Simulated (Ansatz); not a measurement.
# CaF in Ansatz: further runs

One sheet, CaF, is run at these levels: PBE, LDA, PBEsol; tasks: single point.

Program: Ansatz 0.2.0. These are calculated values, not measurements. Logs are shortened: lines on timing, memory, paths and dates and some standing lists are left out, and cuts for length are marked.

## (1) The sheet as given

The cell holds a sheet with vacuum, 2 atoms: a = 3.725 Å, b = 3.725 Å, c = 25.528 Å, α = 90.00°, β = 90.00°, γ = 120.00°.

The cell was built by a generator and needn't be a form met in nature.

## (2) Single point, PBE

input.yaml reads:

```yaml
crystal:
  lattice:
    - [3.72497, 0.0, 0.0]
    - [-1.86248, 3.22592, 0.0]
    - [0.0, 0.0, 25.52766]
  atoms:
    - { symbol: Ca, position: [0.66667, 0.33333, 0.31076] }
    - { symbol: F, position: [0.0, 0.0, 0.27684] }
kpoints:
  mp_grid: { grid: [8, 8, 1] }
scf:
  occupations: { method: fermi_dirac, width: 0.05 }
hamiltonian:
  xc: pbe
  pseudopotentials: { kind: all_electron, lapw: { basis_error: 0.002 } }
output:
  forces: true
  stress: true
  eigenvalues: true
```

Potentials or basis: all-electron LAPW, scalar-relativistic.

On the command line:

```sh
$ ansatz run input.yaml --threads 4 --pin off --max-ram 12288MiB --backend cpu --events-out ev --progress --plain --runs-dir out
```

What it wrote:

```text
Warning: the atoms were moved onto the symmetric positions of the space group found under crystal.symmetry.tolerance 1.0e-5 (fractional; no operation is sought that the atoms, as they stand in a round, miss by more than twice it, and no atom is moved by as much as it), and the run uses the moved positions. Before a round's move an operation carried an atom to 1.86e-5 Å from where it should land, the largest such distance. Atom 0 (counting from 0) moved farthest, by 2.15e-5 Å; the longest move in fractions of the cell, of whichever atom, is 0.47 of the tolerance, in 1 round. To run the atoms as typed, lower crystal.symmetry.tolerance until the operations that they miss are no longer found, or set crystal.symmetry.detect: false (a key that needs symmetry detection or time reversal refuses this as the deck is read). The positions used, in the order of the run's atom list: position: [0.6666666666666666, 0.33333333333333337, 0.31076]; position: [-2.7755575615628914e-17, 1.8503858249243818e-17, 0.27684]; The lattice was moved too: crystal.lattice keeps the space group found at crystal.symmetry.tolerance 1.0e-5 only nearly: the operation that it misses by the most changes a squared length by the fraction 3.10e-6. The run uses the lattice that is a stretch of the typed one, with no rotation, onto the one that keeps every operation to a double's rounding (on a very oblique basis the stretch itself rounds by more); the deck's lattice vector that moved farthest moved by 2.99e-6 Å. To run the lattice as typed, set crystal.symmetry.tolerance under 8.24e-7, the least fraction by which an operation that the lattice misses changes a squared length (the same key also sets how far an atom may lie from its image, so lowering it can lose operations that the atoms keep only within it), or set crystal.symmetry.detect: false, as for the atoms. crystal.lattice made exact, in Å and degrees: [[3.7249707803853975, -2.8867513459548624e-6, 0.0], [-1.8624828901926989, 3.2259207675441726, 0.0], [0.0, 0.0, 25.52766]]. Pasted over the deck's crystal.lattice, beside positions in fractional coordinates, it runs the same cell (given as lengths and angles, that cell in the form's own orientation, a rigid turn of the misfit's size from the one run here, for which a checkpoint.post_process_only pass over this run's state can be refused: where this run relaxes nothing, give such a pass this deck's own crystal.lattice, as typed; behind a relaxation, as crystal.lattice, the state's own cell, identity.cell in its checkpoint.json), and a matrix so pasted ends this notice, except on a very skew basis of the lattice, where the rounding of the pasted numbers themselves can read as a misfit: the cell is then moved again, and that move is told again. The lattice as run is in this notice's lattice.as_run_ang field (Run.prep()["deck_notices"] in Python, the deck_notice line of an events file, deck_notices of ansatz run --dry-run=json, or deck_notices in record.json in the deck's checkpoint.write directory).
Warning: RAYON_NUM_THREADS=4 ignored (pool sized by the plan → 4); use --threads N
LAPW: plane waves up to 8.062 Å⁻¹, error target 2.0e-3 eV per atom; small_component_spin mean_spin; F in spheres of 1.132 Å, 7 of its electrons in bands, Dirac shells []; Ca in spheres of 1.187 Å, 18 of its electrons in bands, Dirac shells [] (how accurate: hamiltonian.pseudopotentials.lapw.basis_error, Limitations)
Engine: ansatz 0.2.0, aarch64-unknown-linux-gnu
Pseudopotentials: kind: all_electron
Pseudopotential: Ca, LAPW, valence charge 18, lapw/all_electron/scalar/gaussian/Ca, Koelling and Harmon's equation, gaussian nucleus
Pseudopotential: F, LAPW, valence charge 7, lapw/all_electron/scalar/gaussian/F, Koelling and Harmon's equation, gaussian nucleus
Functional definition: PBE
  parameter kappa = 0.804
  parameter beta = 0.06672455060314922
  exchange = pbe_x(kappa = kappa, mu = beta*pi^2/3)
  correlation = pbe_c(beta = beta)
Crystal: 2 atoms, lattice volume = 306.752 Å³
Basis set: ecut = 247.60717055299176 eV, 2729 PW (Γ), exchange–correlation at level 2
Bands: 17, of which v1, the nominal top of the filled ones, is band 13 counted from 1 (12 counted from 0)
Symmetry: 6 space group operations
Space group: P3m1 (ITA 156), of the structure as read, at distance tolerance 6.7e-5 Å
k-points: 10 of 64 (time reversal used)
Non-local potential: Ca, projectors of the file, none
Non-local potential: F, projectors of the file, none
Initial density: superposition of atomic densities (neutral atoms: chi_scale 0, normalization atom)
Initial wavefunctions: plane waves of lowest kinetic energy (no species holds an atomic orbital)
Functional: x = pbe(κ = 0.804, μ = 0.2195149727645171), c = pbe(β = 0.06672455060314922)
iter 1 solved again at ethr=5.13e-3 eV; its pass at ethr=1.00e-1 eV (dr2=1.28e0 eV) is discarded
SCF iter   1: F=—  HF=-21236.428259 eV  |F-HF|=—  |Δ(HF+E_count)|=         —  Δρ=1.46e-2  dr2=1.29e0  ethr=5.13e-3  ⟨swp⟩=3.2  Hψ=1189  notcnv=0
preconditioner: auto → LDOS  [insulator: Δε(μ)=0.228 eV  Ē_g=10.547 eV  σ=0.050 eV  W_gap=0.74  n_scr=14 (ndim 8)  ℏωp=5.6 eV  f_vac=0.775  D(μ)=0.97/eV (n_scr^D=6)  ε∞_Penn≈1.3  β→1.0]
SCF iter   2: F=—  HF=-21236.517887 eV  |F-HF|=—  |Δ(HF+E_count)|=   8.96e-2  Δρ=1.23e-2  dr2=5.33e-1  ethr=5.13e-3  ⟨swp⟩=4.8  Hψ=656  notcnv=0  defer=2
iter 3 solved again at ethr=5.40e-5 eV; its pass at ethr=2.13e-3 eV (dr2=1.35e-2 eV) is discarded
SCF iter   3: F=—  HF=-21235.339474 eV  |F-HF|=—  |Δ(HF+E_count)|=    1.18e0  Δρ=1.94e-3  dr2=1.35e-2  ethr=5.40e-5  ⟨swp⟩=2.1  Hψ=985  notcnv=0
SCF iter   4: F=—  HF=-21235.376694 eV  |F-HF|=—  |Δ(HF+E_count)|=   3.72e-2  Δρ=1.12e-3  dr2=6.27e-3  ethr=5.40e-5  ⟨swp⟩=3.0  Hψ=611  notcnv=0
SCF iter   5: F=—  HF=-21235.373341 eV  |F-HF|=—  |Δ(HF+E_count)|=   3.35e-3  Δρ=3.43e-4  dr2=3.95e-4  ethr=2.51e-5  ⟨swp⟩=3.0  Hψ=563  notcnv=0
SCF iter   6: F=—  HF=-21235.373370 eV  |F-HF|=—  |Δ(HF+E_count)|=   2.89e-5  Δρ=6.96e-5  dr2=3.46e-5  ethr=1.58e-6  ⟨swp⟩=3.0  Hψ=554  notcnv=0
SCF iter   7: F=—  HF=-21235.373414 eV  |F-HF|=—  |Δ(HF+E_count)|=   4.35e-5  Δρ=2.72e-5  dr2=5.77e-6  ethr=1.39e-7  ⟨swp⟩=3.0  Hψ=550  notcnv=0
SCF iter   8: F=—  HF=-21235.373414 eV  |F-HF|=—  |Δ(HF+E_count)|=   6.02e-8  Δρ=1.00e-5  dr2=7.30e-7  ethr=2.31e-8  ⟨swp⟩=3.0  Hψ=538  notcnv=0
SCF iter   9: F=-21235.373414 eV  HF=-21235.373414 eV  |F-HF|=1.16e-8  |Δ(HF+E_count)|=   2.95e-7  Δρ=2.98e-6  dr2=5.91e-8  ethr=2.92e-9  ⟨swp⟩=3.0  Hψ=520  notcnv=0
SCF 1 converged in 9 iterations: F = -21235.373414 eV  dr2 = 5.91e-8
SCF converged after 9 iterations
Free energy (F): -21235.373414 eV
Harris-Foulkes:  -21235.373414 eV  (|F-HF|=1.16e-8)
Internal energy: -21235.365048 eV  (E = F + TS)
E sigma→0 (E₀):  -21235.369231 eV
Entropy (-TS):   -0.008366 eV (-4.183 meV/atom)
Fermi energy:    -1.563715 eV
--- Per-component energies (eV) ---
  E_band       = -3166.009297
  E_kinetic    = 21377.366706
  E_xc         = -1267.084221
  E_electrostatic = -41345.647533  (all electrons and nuclei)
  E_smearing   = -0.008366  (= −TS)
  E_closure    = 0.000000  (closes the sum)
  E_atoms      = -21226.742635  (free atoms, spherical and without spin; not in F)
  Σ components = -21235.373414   (vs F -21235.373414, Δ=0.00e0)
  Basis errors (estimates in eV, not in F): energy 1.0e-3 per atom: plane waves 9.8e-4 (6.2e-4 summed), levels above the bands 2.6e-26, relativity 3.6e-7, radial functions 5.8e-5, core shells 1.3e-8; eigenvalues (radial functions only) 3.0e-6; not estimated: angular momenta, meshes, grids; target (lapw.basis_error) 2.0e-3; muffin-tin radii F 1.132 Å, Ca 1.187 Å
--- Forces (eV/Å), atoms counted from 1 ---
  atom   1  Ca    -0.00000000     0.00000000    -0.01528160
  atom   2  F     -0.00000000    -0.00000000     0.01529559
  max |Σ_I F_I| component: 1.40e-5 eV/Å
--- Stress (GPa, compression-positive) ---
       -0.011837      -0.000000       0.000000
       -0.000000      -0.011837       0.000000
        0.000000       0.000000      -0.009625
  P = ⅓ Tr σ = -0.0111 GPa (-0.111 kbar)
--- Band table (eV; the first three rows and the last of 10) ---
  k-point 0: bands = ["-411.5026", "-331.8709", "-331.8545", "-331.8545", "-44.4812", "-27.4166", "-25.3714", "-25.3714", "-25.3067", "-9.0128", "-9.0128", "-8.8703", "-3.1539", "-0.5096", "0.1010", "0.8693", "0.8693"]
  k-point 1: bands = ["-411.5026", "-331.8709", "-331.8545", "-331.8545", "-44.4776", "-27.4557", "-25.4398", "-25.3792", "-25.2137", "-9.0620", "-8.9926", "-8.8293", "-2.8880", "-0.3819", "0.0752", "0.8159", "0.9017"]
  k-point 2: bands = ["-411.5026", "-331.8709", "-331.8545", "-331.8545", "-44.4691", "-27.5481", "-25.4831", "-25.3978", "-25.1136", "-9.1537", "-8.9452", "-8.7354", "-2.2224", "-0.3342", "0.1431", "0.9969", "1.0262"]
  k-point 9: bands = ["-411.5026", "-331.8709", "-331.8545", "-331.8545", "-44.4545", "-27.6901", "-25.5003", "-25.4765", "-24.9709", "-9.1060", "-8.9744", "-8.6059", "-1.2308", "-0.2055", "0.4746", "0.6612", "1.9457"]
```

Wall time 6.4 s (4 threads of Arm Neoverse V1, shared host); peak memory 0.56 GiB.

What came out:

| Property | Result |
| --- | --- |
| Free energy | -21235.3734 eV |
| Largest force | 0.015 eV/Å |
| Band gap on the k mesh | none (metal or under the smearing width) |

Forces in eV/Å, atoms in the order of the input:
```
Ca   0.000  0.000 -0.015
F    0.000  0.000  0.015
```

Caveat: an odd number of electrons without spin polarisation forces a metal; a magnetic or distorted state may lie lower.

## (3) Single point, LDA

Changes to input.yaml since step 2:

```diff
@@ -13,3 +13,3 @@
 hamiltonian:
-  xc: pbe
+  xc: lda
   pseudopotentials: { kind: all_electron, lapw: { basis_error: 0.002 } }
```

Potentials or basis: all-electron LAPW, scalar-relativistic.

On the command line:

```sh
$ ansatz run input.yaml --threads 4 --pin off --max-ram 12288MiB --backend cpu --events-out ev --progress --plain --runs-dir out
```

Wall time 6.3 s (4 threads of Arm Neoverse V1, shared host); peak memory 0.55 GiB.

It converged, with:

```
Free energy            : -21176.5854 eV
Largest force          : 0.409 eV/Å
Band gap on the k mesh : none (metal or under the smearing width)
```

Forces on the atoms (eV/Å):
```
Ca   0.000  0.000 -0.409
F    0.000  0.000  0.409
```

Stress tensor (GPa, compression positive):
```
-0.65  0.00  0.00
 0.00 -0.65  0.00
 0.00  0.00 -0.19
```

Levels at points of the mesh, in eV from the Fermi level:
| k point | band 9 | band 10 | band 11 | band 12 | band 13 | band 14 | band 15 | band 16 |
| --- | --- | --- | --- | --- | --- | --- | --- | --- |
| (0.00, 0.00, 0.00) | -23.51 | -7.48 | -7.48 | -7.34 | -1.61 | 1.08 | 1.67 | 2.32 |
| (0.00, -0.50, 0.00) | -23.21 | -7.71 | -7.34 | -7.07 | 0.35 | 1.02 | 1.85 | 2.82 |

Caveat: an odd number of electrons without spin polarisation forces a metal; a magnetic or distorted state may lie lower.

## (4) Single point, PBEsol

Changes to input.yaml since step 3:

```diff
@@ -13,3 +13,3 @@
 hamiltonian:
-  xc: lda
+  xc: pbesol
   pseudopotentials: { kind: all_electron, lapw: { basis_error: 0.002 } }
```

Potentials or basis: all-electron LAPW, scalar-relativistic.

On the command line:

```sh
$ ansatz run input.yaml --threads 4 --pin off --max-ram 12288MiB --backend cpu --events-out ev --progress --plain --runs-dir out
```

What it wrote:

```text
Warning: the atoms were moved onto the symmetric positions of the space group found under crystal.symmetry.tolerance 1.0e-5 (fractional; no operation is sought that the atoms, as they stand in a round, miss by more than twice it, and no atom is moved by as much as it), and the run uses the moved positions. Before a round's move an operation carried an atom to 1.86e-5 Å from where it should land, the largest such distance. Atom 0 (counting from 0) moved farthest, by 2.15e-5 Å; the longest move in fractions of the cell, of whichever atom, is 0.47 of the tolerance, in 1 round. To run the atoms as typed, lower crystal.symmetry.tolerance until the operations that they miss are no longer found, or set crystal.symmetry.detect: false (a key that needs symmetry detection or time reversal refuses this as the deck is read). The positions used, in the order of the run's atom list: position: [0.6666666666666666, 0.33333333333333337, 0.31076]; position: [-2.7755575615628914e-17, 1.8503858249243818e-17, 0.27684]; The lattice was moved too: crystal.lattice keeps the space group found at crystal.symmetry.tolerance 1.0e-5 only nearly: the operation that it misses by the most changes a squared length by the fraction 3.10e-6. The run uses the lattice that is a stretch of the typed one, with no rotation, onto the one that keeps every operation to a double's rounding (on a very oblique basis the stretch itself rounds by more); the deck's lattice vector that moved farthest moved by 2.99e-6 Å. To run the lattice as typed, set crystal.symmetry.tolerance under 8.24e-7, the least fraction by which an operation that the lattice misses changes a squared length (the same key also sets how far an atom may lie from its image, so lowering it can lose operations that the atoms keep only within it), or set crystal.symmetry.detect: false, as for the atoms. crystal.lattice made exact, in Å and degrees: [[3.7249707803853975, -2.8867513459548624e-6, 0.0], [-1.8624828901926989, 3.2259207675441726, 0.0], [0.0, 0.0, 25.52766]]. Pasted over the deck's crystal.lattice, beside positions in fractional coordinates, it runs the same cell (given as lengths and angles, that cell in the form's own orientation, a rigid turn of the misfit's size from the one run here, for which a checkpoint.post_process_only pass over this run's state can be refused: where this run relaxes nothing, give such a pass this deck's own crystal.lattice, as typed; behind a relaxation, as crystal.lattice, the state's own cell, identity.cell in its checkpoint.json), and a matrix so pasted ends this notice, except on a very skew basis of the lattice, where the rounding of the pasted numbers themselves can read as a misfit: the cell is then moved again, and that move is told again. The lattice as run is in this notice's lattice.as_run_ang field (Run.prep()["deck_notices"] in Python, the deck_notice line of an events file, deck_notices of ansatz run --dry-run=json, or deck_notices in record.json in the deck's checkpoint.write directory).
Warning: RAYON_NUM_THREADS=4 ignored (pool sized by the plan → 4); use --threads N
LAPW: plane waves up to 8.076 Å⁻¹, error target 2.0e-3 eV per atom; small_component_spin mean_spin; F in spheres of 1.129 Å, 7 of its electrons in bands, Dirac shells []; Ca in spheres of 1.190 Å, 18 of its electrons in bands, Dirac shells [] (how accurate: hamiltonian.pseudopotentials.lapw.basis_error, Limitations)
Engine: ansatz 0.2.0, aarch64-unknown-linux-gnu
Pseudopotentials: kind: all_electron
Pseudopotential: Ca, LAPW, valence charge 18, lapw/all_electron/scalar/gaussian/Ca, Koelling and Harmon's equation, gaussian nucleus
Pseudopotential: F, LAPW, valence charge 7, lapw/all_electron/scalar/gaussian/F, Koelling and Harmon's equation, gaussian nucleus
Functional definition: PBEsol
  exchange = pbesol_x
  correlation = pbesol_c
Crystal: 2 atoms, lattice volume = 306.752 Å³
Basis set: ecut = 248.47111018511498 eV, 2741 PW (Γ), exchange–correlation at level 2
Bands: 17, of which v1, the nominal top of the filled ones, is band 13 counted from 1 (12 counted from 0)
Symmetry: 6 space group operations
Space group: P3m1 (ITA 156), of the structure as read, at distance tolerance 6.7e-5 Å
k-points: 10 of 64 (time reversal used)
Non-local potential: Ca, projectors of the file, none
Non-local potential: F, projectors of the file, none
[... 24 lines left out ...]
  E_band       = -3162.158333
  E_kinetic    = 21341.027342
  E_xc         = -1234.738478
  E_electrostatic = -41310.559262  (all electrons and nuclei)
  E_smearing   = -0.008378  (= −TS)
  E_closure    = 0.000000  (closes the sum)
  E_atoms      = -21195.360913  (free atoms, spherical and without spin; not in F)
  Σ components = -21204.278776   (vs F -21204.278776, Δ=0.00e0)
  Basis errors (estimates in eV, not in F): energy 1.1e-3 per atom: plane waves 1.0e-3 (6.3e-4 summed), levels above the bands 1.2e-26, relativity 1.3e-7, radial functions 6.1e-5, core shells 1.5e-8; eigenvalues (radial functions only) 3.0e-6; not estimated: angular momenta, meshes, grids; target (lapw.basis_error) 2.0e-3; muffin-tin radii F 1.129 Å, Ca 1.190 Å
--- Forces (eV/Å), atoms counted from 1 ---
  atom   1  Ca     0.00000000     0.00000000    -0.15395324
  atom   2  F      0.00000000    -0.00000000     0.15395874
  max |Σ_I F_I| component: 5.50e-6 eV/Å
--- Stress (GPa, compression-positive) ---
       -0.300824      -0.000000       0.000000
        0.000000      -0.300824       0.000000
        0.000000       0.000000      -0.072233
  P = ⅓ Tr σ = -0.2246 GPa (-2.246 kbar)
--- Band table (eV; the first three rows and the last of 10) ---
  k-point 0: bands = ["-410.8704", "-331.5797", "-331.5630", "-331.5630", "-44.3135", "-27.3205", "-25.2837", "-25.2837", "-25.2143", "-9.0468", "-9.0468", "-8.9010", "-3.1899", "-0.4989", "0.1158", "0.8308", "0.8308"]
  k-point 1: bands = ["-410.8704", "-331.5797", "-331.5630", "-331.5630", "-44.3098", "-27.3610", "-25.3532", "-25.2917", "-25.1193", "-9.0971", "-9.0259", "-8.8588", "-2.9222", "-0.3855", "0.0937", "0.7838", "0.8654"]
  k-point 2: bands = ["-410.8704", "-331.5797", "-331.5630", "-331.5630", "-44.3010", "-27.4564", "-25.3974", "-25.3110", "-25.0162", "-9.1903", "-8.9770", "-8.7632", "-2.2529", "-0.3807", "0.1730", "0.9905", "0.9960"]
  k-point 9: bands = ["-410.8704", "-331.5797", "-331.5630", "-331.5630", "-44.2859", "-27.6028", "-25.4164", "-25.3903", "-24.8695", "-9.1397", "-9.0060", "-8.6321", "-1.2688", "-0.2432", "0.4727", "0.6386", "1.9246"]
```

Wall time 6.5 s (4 threads of Arm Neoverse V1, shared host); peak memory 0.56 GiB.

What came out:

```
Free energy            : -21204.2788 eV
Largest force          : 0.154 eV/Å
Band gap on the k mesh : none (metal or under the smearing width)
```

Forces on the atoms (eV/Å):
```
Ca   0.000  0.000 -0.154
F    0.000  0.000  0.154
```

Stress tensor (GPa, compression positive):
```
-0.30  0.00  0.00
 0.00 -0.30  0.00
 0.00  0.00 -0.07
```

Caveat: an odd number of electrons without spin polarisation forces a metal; a magnetic or distorted state may lie lower.

## (5) Overview

| level | gap on the mesh (eV) | largest force (eV/Å) |
| --- | --- | --- |
| PBE | none | 0.02 |
| LDA | none | 0.41 |
| PBEsol | none | 0.15 |

Alike in all rows: task single point; potentials or basis all-electron LAPW, scalar-relativistic; no spin polarisation; cell as given; k mesh 8 × 8 × 1; cutoff (eV) 248; smearing fermi-dirac 0.05 eV; basis error allowed 0.002 eV/atom.

Every run on the cell as given and a fine mesh finds a metal.

Caveats: an odd number of electrons without spin polarisation forces a metal; a magnetic or distorted state may lie lower.

Compare energies only between runs with the same functional and basis.
